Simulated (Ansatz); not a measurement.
# triplet C2HClFIn: levels of theory compared

We compute a comparison of 6 runs (UHF/STO-3G, U-r2SCAN/def2-SVP, U-wB97X/def2-SVP, UBLYP/def2-SVP, UCCSD/def2-SVP, UCCSD(T)/def2-SVP) of triplet C2HClFIn. 

Program for the calculation: Ansatz 0.2.0.

117 further runs of the same task are left out: 1 that didn't finish, 116 set aside as unsound or not needed.

## 1. The molecule

C2HClFIn has 6 atoms, charge 0, and is taken as a triplet. SMILES of the parent species: `C#[C][In]([F])[Cl]`. The coordinates come from a PBE0-D4/def2-TZVP relaxation. That shape belongs to the parent species and isn't relaxed for this state.

Bond lengths: C1–C2 1.206 Å, C2–In3 2.048 Å, In3–F4 1.933 Å, In3–Cl5 2.293 Å, C1–H6 1.067 Å. Angles: C1–C2–In3 179.4°, C2–In3–F4 120.7°, C2–In3–Cl5 127.6°, F4–In3–Cl5 111.7°, C2–C1–H6 179.8°.

## 2. The energy at UHF/STO-3G (run 1)

File run.yaml:

```yaml
crystal:
  periodic: [false, false, false]
  atoms:
    - {symbol: C, position_ang: [1.088300, 0.340300, 1.700800]}
    - {symbol: C, position_ang: [0.438900, 0.120100, 0.708700]}
    - {symbol: In, position_ang: [-0.655800, -0.235700, -0.984700]}
    - {symbol: F, position_ang: [-1.773600, -1.806600, -1.123700]}
    - {symbol: Cl, position_ang: [-0.759200, 1.049500, -2.880900]}
    - {symbol: H, position_ang: [1.661500, 0.532400, 2.579900]}
basis:
  gaussian: {orbitals: STO-3G}
output: {orbitals: {seedname: orbitals}}
accuracy: high
hamiltonian: {xc: hf}
magnetization: {spin_polarized: true, initial_magnetization: 2}
```

On the command line:

```
$ ansatz run run.yaml --threads 1 --pin off --max-ram 3480MiB --events-out events.jsonl --progress --plain --runs-dir runs
```

The log of the run:

```text
Warning: RAYON_NUM_THREADS=1 ignored (pool sized by the plan → 1); use --threads N
Functional definition: HF
  name "HF"
  exchange = exact_x
  correlation = 0
1009 factors; integrals over basis functions are off by at most 1.1e-8 eV
mean field evaluation 1: about -171716.2020 eV, gradient 1.8e1 eV
mean field evaluation 2: about -171716.3650 eV, gradient 1.8e1 eV
mean field evaluation 4: about -171719.8390 eV, gradient 5.8e0 eV
mean field evaluation 8: about -171720.7227 eV, gradient 2.2e0 eV
mean field evaluation 16: about -171723.5229 eV, gradient 1.1e0 eV
mean field evaluation 32: about -171723.6395 eV, gradient 2.3e-1 eV
mean field evaluation 64: about -171723.4966 eV, gradient 2.7e-1 eV
mean field evaluation 96: about -171724.0314 eV, gradient 2.7e0 eV
mean field evaluation 128: about -171718.7728 eV, gradient 1.6e1 eV
mean field evaluation 160: about -171724.2967 eV, gradient 1.7e-1 eV
mean field evaluation 192: about -171723.8938 eV, gradient 1.1e0 eV
mean field evaluation 224: about -171724.1655 eV, gradient 7.1e-1 eV
mean field evaluation 256: about -171720.8842 eV, gradient 7.9e-1 eV
mean field evaluation 288: about -171717.3955 eV, gradient 1.8e1 eV
mean field evaluation 320: about -171724.2375 eV, gradient 5.0e-1 eV
mean field evaluation 352: about -171723.9635 eV, gradient 8.2e-1 eV
mean field evaluation 384: about -171722.7721 eV, gradient 2.0e0 eV
mean field evaluation 416: about -171722.1022 eV, gradient 1.2e0 eV
mean field evaluation 448: about -171723.0917 eV, gradient 1.6e0 eV
mean field evaluation 480: about -171714.6110 eV, gradient 1.3e1 eV
mean field -171724.30944094 eV, -6310.7519730370 hartree, gradient 8.9e-8 eV, S^2 2.295348; 10 other end points of the search recorded, 0 dependent functions left out
reference -171724.30944094 eV, -6310.7519730370 hartree; 45, 43 occupied and 7, 9 virtual orbitals, 1009 factors
Total energy: -171724.30944094 eV, -6310.7519730370 hartree
```

Run time: 18 s. Hardware: 1 thread of Arm Neoverse V2, shared host; peak memory 0.22 GiB.

## 3. The energy at U-r2SCAN/def2-SVP (core potential) (run 2)

File molecule.yaml:

```yaml
crystal:
  periodic: [false, false, false]
  atoms:
    - {symbol: C, position_ang: [1.088300, 0.340300, 1.700800]}
    - {symbol: C, position_ang: [0.438900, 0.120100, 0.708700]}
    - {symbol: In, position_ang: [-0.655800, -0.235700, -0.984700]}
    - {symbol: F, position_ang: [-1.773600, -1.806600, -1.123700]}
    - {symbol: Cl, position_ang: [-0.759200, 1.049500, -2.880900]}
    - {symbol: H, position_ang: [1.661500, 0.532400, 2.579900]}
basis:
  gaussian: {orbitals: def2-SVP}
total_charge: 0
magnetization: {spin_polarized: true, initial_magnetization: 2}
hamiltonian: {xc: r2scan}
accuracy: high
output: {orbitals: {seedname: orbitals}}
```

On the command line:

```
$ ansatz run molecule.yaml --threads 1 --pin off --max-ram 3480MiB --events-out events.jsonl --progress --plain --runs-dir runs
```

The log of the run:

```text
Warning: RAYON_NUM_THREADS=1 ignored (pool sized by the plan → 1); use --threads N
Functional definition: r2SCAN
  name "r2SCAN"
  parameter k0 = 0.174
  parameter k1 = 0.065
  parameter a1 = 4.9479
  exchange = r2scan_x(k0 = k0, k1 = k1, a1 = a1)
  correlation = r2scan_c
1941 factors; integrals over basis functions are off by at most 3.4e-9 eV
mean field evaluation 1: about -22469.9955 eV, gradient 5.2e1 eV
mean field evaluation 2: about -22291.1432 eV, gradient 1.4e2 eV
mean field evaluation 4: about -22475.1195 eV, gradient 4.6e1 eV
mean field evaluation 8: about -22489.6708 eV, gradient 2.4e0 eV
mean field evaluation 16: about -22489.7278 eV, gradient 2.1e-3 eV
mean field evaluation 32: about -22489.7278 eV, gradient 1.1e-5 eV
mean field evaluation 64: about -22489.6706 eV, gradient 2.6e-1 eV
mean field evaluation 96: about -22488.9107 eV, gradient 7.5e-1 eV
mean field -22489.72778909 eV, -826.4822521642 hartree, gradient 8.3e-8 eV, S^2 2.007911; 10 other end points of the search recorded, 0 dependent functions left out
reference -22489.72779563 eV, -826.4822524044 hartree; 31, 29 occupied and 60, 62 virtual orbitals, 1941 factors
Total energy: -22489.72779563 eV, -826.4822524044 hartree
```

Run time: 98 s. Hardware: 1 thread of Arm Neoverse V2, shared host; peak memory 0.49 GiB.

Run 3 isn't shown in full; the table further down has it.

## 4. A single-point energy at UBLYP/def2-SVP (core potential) (run 4)

File input.yaml:

```yaml
crystal:
  periodic: [false, false, false]
  atoms:
    - symbol: C
      position_ang: [1.088300, 0.340300, 1.700800]
    - symbol: C
      position_ang: [0.438900, 0.120100, 0.708700]
    - symbol: In
      position_ang: [-0.655800, -0.235700, -0.984700]
    - symbol: F
      position_ang: [-1.773600, -1.806600, -1.123700]
    - symbol: Cl
      position_ang: [-0.759200, 1.049500, -2.880900]
    - symbol: H
      position_ang: [1.661500, 0.532400, 2.579900]
basis:
  gaussian:
    orbitals: def2-SVP
magnetization:
  spin_polarized: true
  initial_magnetization: 2
hamiltonian:
  xc: {name: BLYP}
accuracy: high
output:
  orbitals: {seedname: orbitals}
```

On the command line:

```
$ ansatz run input.yaml --threads 1 --pin off --max-ram 3480MiB --events-out events.jsonl --progress --plain --runs-dir runs
```

The log of the run:

```text
Warning: RAYON_NUM_THREADS=1 ignored (pool sized by the plan → 1); use --threads N
Functional definition: BLYP
  name "BLYP"
  parameter beta = 0.0042
  parameter a = 0.04918
  parameter b = 0.132
  parameter c = 0.2533
  parameter d = 0.349
  exchange = b88_x(beta = beta)
  correlation = lyp_c(a = a, b = b, c = c, d = d)
1941 factors; integrals over basis functions are off by at most 3.4e-9 eV
mean field evaluation 1: about -22465.0306 eV, gradient 5.8e1 eV
mean field evaluation 2: about -22192.0795 eV, gradient 1.6e2 eV
mean field evaluation 4: about -22463.2586 eV, gradient 6.3e1 eV
mean field evaluation 8: about -22481.7066 eV, gradient 2.5e1 eV
mean field evaluation 16: about -22488.3115 eV, gradient 5.6e-1 eV
mean field evaluation 32: about -22488.4702 eV, gradient 1.5e-3 eV
mean field evaluation 64: about -22488.1062 eV, gradient 6.2e0 eV
mean field evaluation 96: about -22488.4503 eV, gradient 2.8e-1 eV
mean field evaluation 128: about -22488.3163 eV, gradient 3.6e-1 eV
mean field evaluation 160: about -22488.5783 eV, gradient 2.8e-8 eV
mean field evaluation 192: about -22486.5484 eV, gradient 1.7e1 eV
mean field evaluation 224: about -22487.4617 eV, gradient 1.1e1 eV
mean field evaluation 256: about -22488.5705 eV, gradient 5.7e-1 eV
mean field evaluation 288: about -22488.2931 eV, gradient 2.3e-1 eV
mean field evaluation 320: about -22488.5612 eV, gradient 1.6e-1 eV
mean field -22488.57831273 eV, -826.4400096869 hartree, gradient 2.7e-8 eV, S^2 2.002877; 20 other end points of the search recorded, 0 dependent functions left out
reference -22488.57836892 eV, -826.4400117517 hartree; 31, 29 occupied and 60, 62 virtual orbitals, 1941 factors
Total energy: -22488.57836892 eV, -826.4400117517 hartree
```

It took 2.3 min on 1 thread of Arm Neoverse V2, shared host; peak memory 0.31 GiB.

Run 5 isn't shown in full; the table further down has it.

## 5. A single-point energy at UCCSD(T)/def2-SVP (core potential) (run 6)

File in.yaml:

```yaml
crystal:
  periodic: [false, false, false]
  atoms:
    - {symbol: C, position_ang: [1.088300, 0.340300, 1.700800]}
    - {symbol: C, position_ang: [0.438900, 0.120100, 0.708700]}
    - {symbol: In, position_ang: [-0.655800, -0.235700, -0.984700]}
    - {symbol: F, position_ang: [-1.773600, -1.806600, -1.123700]}
    - {symbol: Cl, position_ang: [-0.759200, 1.049500, -2.880900]}
    - {symbol: H, position_ang: [1.661500, 0.532400, 2.579900]}
basis:
  gaussian:
    orbitals: def2-SVP
magnetization:
  spin_polarized: true
  initial_magnetization: 2
correlation:
  method: ccsd_t
  frozen_orbitals: {C: 1, Cl: 5, F: 1, H: 0, In: 4}
accuracy: high
scf:
  omitted_lower_state_checks: [cluster_reference, increment]
```

On the command line:

```
$ ansatz run in.yaml --threads 1 --pin off --max-ram 3480MiB --events-out events.jsonl --progress --plain --runs-dir runs
```

The log of the run:

```text
Warning: RAYON_NUM_THREADS=1 ignored (pool sized by the plan → 1); use --threads N
[... 4 set-up lines as earlier in the session ...]
these checks for a lower state are left out or cut short: cluster_reference, increment
1941 factors; integrals over basis functions are off by at most 3.4e-9 eV
mean field evaluation 1: about -22417.4945 eV, gradient 2.6e1 eV
mean field evaluation 2: about -22417.5275 eV, gradient 2.6e1 eV
mean field evaluation 4: about -22421.0313 eV, gradient 2.6e0 eV
mean field evaluation 8: about -22421.2160 eV, gradient 3.3e-1 eV
mean field evaluation 16: about -22422.8778 eV, gradient 4.2e-1 eV
mean field evaluation 32: about -22423.1790 eV, gradient 1.7e-8 eV
mean field evaluation 64: about -22421.0108 eV, gradient 1.2e-2 eV
mean field evaluation 96: about -22423.1778 eV, gradient 4.8e-2 eV
mean field evaluation 128: about -22423.1788 eV, gradient 5.7e-2 eV
mean field evaluation 160: about -22421.2168 eV, gradient 2.0e-3 eV
mean field -22423.17895980 eV, -824.0366277959 hartree, gradient 1.7e-8 eV, S^2 2.015831; 9 other end points of the search recorded, 0 dependent functions left out
12 core orbitals not correlated: weight in the atoms' cores, before any rotation towards them, 1.000 or more for the frozen orbitals, at most 0.000 for the correlated occupied ones
reference -22423.17895980 eV, -824.0366277959 hartree; 19, 17 occupied and 60, 62 virtual orbitals, 1941 factors
second order -16.09984165 eV of doubles, -0.00000000 eV of singles
cycle   1  -16.65527940 eV  change   -5.6e-1 eV  update   1.1e-1
cycle   2  -17.05830573 eV  change   -4.0e-1 eV  update   4.2e-2
cycle   3  -17.22336404 eV  change   -1.7e-1 eV  update   2.8e-2
cycle   4  -17.24157883 eV  change   -1.8e-2 eV  update   1.4e-2
cycle   5  -17.23983674 eV  change    1.7e-3 eV  update   9.5e-3
cycle   6  -17.24754190 eV  change   -7.7e-3 eV  update   6.3e-3
cycle   7  -17.25546039 eV  change   -7.9e-3 eV  update   3.9e-3
cycle   8  -17.25792265 eV  change   -2.5e-3 eV  update   2.3e-3
cycle   9  -17.25907084 eV  change   -1.1e-3 eV  update   1.2e-3
cycle  10  -17.25938409 eV  change   -3.1e-4 eV  update   5.8e-4
cycle  11  -17.25939884 eV  change   -1.5e-5 eV  update   2.7e-4
cycle  12  -17.25964995 eV  change   -2.5e-4 eV  update   1.3e-4
cycle  13  -17.25974077 eV  change   -9.1e-5 eV  update   6.7e-5
cycle  14  -17.25978007 eV  change   -3.9e-5 eV  update   4.0e-5
cycle  15  -17.25980433 eV  change   -2.4e-5 eV  update   2.2e-5
cycle  16  -17.25979997 eV  change    4.4e-6 eV  update   1.2e-5
cycle  17  -17.25979612 eV  change    3.8e-6 eV  update   7.6e-6
cycle  18  -17.25979412 eV  change    2.0e-6 eV  update   4.8e-6
cycle  19  -17.25979477 eV  change   -6.5e-7 eV  update   2.8e-6
cycle  20  -17.25979638 eV  change   -1.6e-6 eV  update   2.0e-6
cycle  21  -17.25979864 eV  change   -2.3e-6 eV  update   1.4e-6
cycle  22  -17.25980020 eV  change   -1.6e-6 eV  update   8.5e-7
cycle  23  -17.25980079 eV  change   -5.9e-7 eV  update   4.6e-7
cycle  24  -17.25980086 eV  change   -7.0e-8 eV  update   2.3e-7
cycle  25  -17.25980091 eV  change   -4.3e-8 eV  update   1.4e-7
cycle  26  -17.25980096 eV  change   -5.2e-8 eV  update   7.8e-8
cycle  27  -17.25980097 eV  change   -6.8e-9 eV  update   4.8e-8
cycle  28  -17.25980150 eV  change   -5.4e-7 eV  update   1.9e-7
cycle  29  -17.25980183 eV  change   -3.3e-7 eV  update   1.2e-7
cycle  30  -17.25980185 eV  change   -2.4e-8 eV  update   3.3e-8
cycle  31  -17.25980187 eV  change   -1.4e-8 eV  update   1.7e-8
cycle  32  -17.25980186 eV  change    7.9e-9 eV  update   1.0e-8
cycle  33  -17.25980186 eV  change   -2.0e-9 eV  update   6.6e-9
cycle  34  -17.25980187 eV  change   -2.6e-9 eV  update   5.6e-9
cycle  35  -17.25980187 eV  change  -7.6e-10 eV  update   5.0e-9
cycle  36  -17.25980187 eV  change   3.9e-10 eV  update   4.3e-9
perturbative correction -0.49272593 eV, -0.0181073438 hartree
Total energy: -22440.93148759 eV, -824.6890211592 hartree
Checks for a lower state left out: cluster_reference, increment
```

Run time: 3.5 min. Hardware: 1 thread of Arm Neoverse V2, shared host; peak memory 1.1 GiB.

## 6. The series

| run | level | core potential | frozen core orbitals | energy (Eh) | HOMO energy (eV) | ⟨S²⟩ | wall time |
| --- | --- | --- | --- | --- | --- | --- | --- |
| 1 | UHF/STO-3G | none | – | -6310.751973 | -2.43 | 2.295 | 18 s |
| 2 | U-r2SCAN/def2-SVP (core potential) | def2-SVP | – | -826.482252 | -3.77 | 2.008 | 98 s |
| 3 | U-wB97X/def2-SVP (core potential) | def2-SVP | – | -826.468693 | -5.57 | 2.011 | 2.5 min |
| 4 | UBLYP/def2-SVP (core potential) | def2-SVP | – | -826.440012 | -2.98 | 2.003 | 2.3 min |
| 5 | UCCSD/def2-SVP (core potential) | def2-SVP | 12 | -824.670914 | – | 2.016 | 2.7 min |
| 6 | UCCSD(T)/def2-SVP (core potential) | def2-SVP | 12 | -824.689021 | – | 2.016 | 3.5 min |

## 7. Summary of results

```
                                           quantity          value
                                run 6: total energy  -824.68902 Eh
run 6: correlation energy (12 core orbitals frozen)     -652.4 mEh
                              run 6: (T) correction     -18.11 mEh
           run 6: ⟨S²⟩ of the reference determinant          2.016
                               run 6: T1 diagnostic          0.016
```

What this shows: Totals of different functionals can't be ranked against each other. Some runs of one species differ in core potentials or relativity; totals across that change don't compare. In run 1 the basis is minimal, so the values are rough. In run 1 relativity is left out where basis or elements ask for it. Spin contamination of the reference: run 1 ⟨S²⟩ = 2.30. All runs together took 13 min, the longest 3.5 min.
